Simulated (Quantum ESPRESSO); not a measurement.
A run of Quantum ESPRESSO 7.5:

File pw.in:

```
&CONTROL
  calculation = 'vc-relax'
  prefix = 'pwscf'
  outdir = './tmp'
  pseudo_dir = './pseudo'
  tprnfor = .true.
  tstress = .true.
  disk_io = 'low'
  nstep = 40
  forc_conv_thr = 0.0004
  etot_conv_thr = 1d-05
/
&SYSTEM
  ibrav = 0
  nat = 7
  ntyp = 3
  ecutwfc = 56
  ecutrho = 448
  nbnd = 43
  occupations = 'smearing'
  smearing = 'mp'
  degauss = 0.00734986
/
&ELECTRONS
  conv_thr = 1.4d-09
  electron_maxstep = 120
  mixing_beta = 0.5
/
&IONS
  ion_dynamics = 'bfgs'
/
&CELL
  cell_dynamics = 'bfgs'
  press = 0
  press_conv_thr = 0.3
/
ATOMIC_SPECIES
Fe    55.8450 fe_lda_v1.5.uspp.F.UPF
Ti    47.8670 ti_lda_v1.4.uspp.F.UPF
C     12.0110 c_lda_v1.2.uspp.F.UPF
CELL_PARAMETERS angstrom
   4.3300000000    0.0000000000    0.0000000000
   0.0000000000    4.3300000000    0.0000000000
   0.0000000000    0.0000000000    4.3300000000
ATOMIC_POSITIONS crystal
Fe     0.0000000000    0.0000000000    0.0000000000
Ti     0.0000000000    0.5000000000    0.5000000000
Ti     0.5000000000    0.0000000000    0.5000000000
Ti     0.5000000000    0.5000000000    0.0000000000
C      0.5000000000    0.5000000000    0.5000000000
C      0.0000000000    0.0000000000    0.5000000000
C      0.0000000000    0.5000000000    0.0000000000
K_POINTS automatic
8 8 8 0 0 0
```

Potentials or basis: GBRV 1.5 LDA.

The run is started by

```console
$ OMP_NUM_THREADS=1 mpirun -n 4 pw.x -nk 4 -in pw.in > pw.out
```

Hardware: 4 MPI ranks on Intel(R) Xeon(R) Platinum 8259CL CPU @ 2.50GHz (Skylake/Cascade Lake), on a shared host.

Question: Estimate the wall time of this run.

Answer: Wall time 13 min on 4 MPI ranks on Intel(R) Xeon(R) Platinum 8259CL CPU @ 2.50GHz (Skylake/Cascade Lake), with other jobs on the host, peak memory 0.92 GiB a rank. Counts: scf iterations 86, k pools 4, bands 43, ion steps 5, k points 75, g dense 87655.
